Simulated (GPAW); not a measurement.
A run of GPAW 26.7.0 is set up as follows.

File run.py:

```python
import numpy as np
from ase.dft.bandgap import bandgap
from ase.io import read, write
from ase.units import GPa
from gpaw import GPAW, PW, setup_paths
from gpaw.spinorbit import soc_eigenstates

setup_paths.insert(0, '.')

atoms = read('POSCAR')

calc = GPAW(mode=PW(600),
            xc='GGA_X_OPTX+GGA_C_LYP',
            kpts={'size': (6, 6, 7), 'gamma': True},
            occupations={'name': 'fermi-dirac', 'width': 0.05},
            nbands=17,
            convergence={'density': 1e-05, 'energy': 1e-05},
            eigensolver='davidson',
            maxiter=150,
            txt='gpaw.txt')
atoms.calc = calc
energy = atoms.get_potential_energy()
forces = atoms.get_forces()
stress = atoms.get_stress()
calc.write('gs.gpw')
write('result.traj', atoms)
print(f'Energy: {energy:.6f} eV')
print('Forces (eV/A):')
print(forces.round(4))
print('Stress (GPa):', (stress / GPa).round(3))
print('Fermi level:', round(calc.get_fermi_level(), 4), 'eV')
print(f'Gap: {bandgap(calc)[0]:.4f} eV, direct: {bandgap(calc, direct=True)[0]:.4f} eV')

path = atoms.cell.bandpath('GMKGALHA,LM,KH', npoints=60, eps=1e-4)
bs_calc = calc.fixed_density(kpts=path, symmetry='off', nbands=29,
                             convergence={'bands': 'CBM+6.0', 'eigenstates': 1e-6}, txt='bands.txt')
bs = bs_calc.band_structure()
bs.write('bs.json')
print(f'Gap on the path: {bandgap(bs_calc)[0]:.4f} eV')

soc = soc_eigenstates(bs_calc, theta=90, phi=45)
np.savetxt('soc_bands.dat', soc.eigenvalues(), fmt='%.4f')
mesh = soc_eigenstates('gs.gpw', theta=90, phi=45)
np.savetxt('soc_mesh.dat', mesh.eigenvalues(), fmt='%.4f')
print('Fermi level with spin-orbit coupling:', round(mesh.fermi_level, 4), 'eV')
```

File POSCAR:

```
AlSn
1.0
    4.1981056157      0.0000000000      0.0000000000
   -2.0990528078      3.6356661109      0.0000000000
    0.0000000000      0.0000000000      3.3068470000
Sn Al
1 1
Direct
    0.3333333333      0.6666666667      0.5000000000
    0.0000000000      0.0000000000      0.0000000000
```

Potentials or basis: PAW data sets generated in the run's folder for this functional, pw.

Launch:

```bash
$ gpaw-setup -f GGA_X_OPTX+GGA_C_LYP Al Sn
$ OMP_NUM_THREADS=1 python run.py
```

Problem. What does it give for the pressure?

Solution. -0.5 GPa.

Problem. What does it give for the band gap along the path?

Solution. None (metal or under the smearing width).

Levels at the corners of the path, in eV from the Fermi level:
```tsv
point	band 13	band 14	band 15	band 16	band 17	band 18	band 19	band 20
Γ	-0.45	-0.45	-0.14	-0.14	0.75	0.75	2.59	2.59
M	-6.35	-6.35	-1.90	-1.90	0.65	0.65	4.40	4.40
K	-6.41	-6.33	-4.04	-3.87	4.87	4.98	5.44	5.46
Γ	-0.45	-0.45	-0.14	-0.14	0.75	0.75	2.59	2.59
A	-6.25	-6.25	2.39	2.39	2.94	2.94	3.50	3.50
L	-4.29	-4.29	-3.20	-3.20	-2.35	-2.35	1.15	1.15
H	-3.74	-3.70	-3.20	-3.10	-2.60	-2.58	-0.98	-0.70
A	-6.25	-6.25	2.39	2.39	2.94	2.94	3.50	3.50
L	-4.29	-4.29	-3.20	-3.20	-2.35	-2.35	1.15	1.15
M	-6.35	-6.35	-1.90	-1.90	0.65	0.65	4.40	4.40
K	-6.41	-6.33	-4.04	-3.87	4.87	4.98	5.44	5.46
H	-3.74	-3.70	-3.20	-3.10	-2.60	-2.58	-0.98	-0.70
```

Caveat: spin-orbit coupling was added after a scalar SCF, so levels and gaps hold it while energy, forces, pressure and moments don't; this program's spin-orbit splittings come out too wide for heavy elements.
